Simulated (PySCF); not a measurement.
# C4H7FSi: the cost of one run

The runs use PySCF 2.14.0, with density-fitted response routines of our own; the level of theory stands in each step. All values are computed, except where a source is named. Atoms are numbered from 0 throughout.

## (1) The molecule as given

13 atoms, charge 0, multiplicity 1; geometry from: GFN2-xTB. The atoms were then displaced at random by about 0.01 Å, so the start is not that level's minimum.

Bonds of the start (Å): F0–C1 1.41, C1–C2 1.53, C2–C3 1.46, C3–C4 1.37, C4–Si5 1.87, Si5–C1 1.93, C1–H6 1.10, C2–H7 1.12, C2–H8 1.13, C3–H9 1.07, C4–H10 1.08, Si5–H11 1.47, Si5–H12 1.47.

## (2) Relaxing the molecule at PBE0-D3(BJ)/def2-SVP

What the job is given:

```
{"job": {"xc": "PBE0", "basis": "def2-SVP", "d3": "d3bj", "grid": 1, "shake": 0.01, "kind": "geom"}, "charge": 0, "multiplicity": 1}
F      1.097310    -1.741830    -0.945300
C      0.621100    -1.016410     0.163690
C      1.180420     0.406610     0.112200
C      0.155700     1.398070    -0.204460
C     -1.143880     0.976950    -0.262230
Si    -1.298990    -0.848800     0.086790
H      1.028090    -1.573650     1.019400
H      2.007390     0.461290    -0.637690
H      1.652880     0.675390     1.100250
H      0.422820     2.418530    -0.361440
H     -1.955500     1.661610    -0.466090
H     -1.898140    -1.176840     1.389340
H     -1.863360    -1.657810    -1.004790
```

The run is started by

```bash
$ OMP_NUM_THREADS=1 python probes_run.py task.json out
```

One launch serves the whole session: the jobs run in the order shown.

Q: Estimate the wall time and peak memory of this first job on 1 thread of Arm Neoverse N1, shared host.

About 2 min, with a peak of 0.49 GiB.
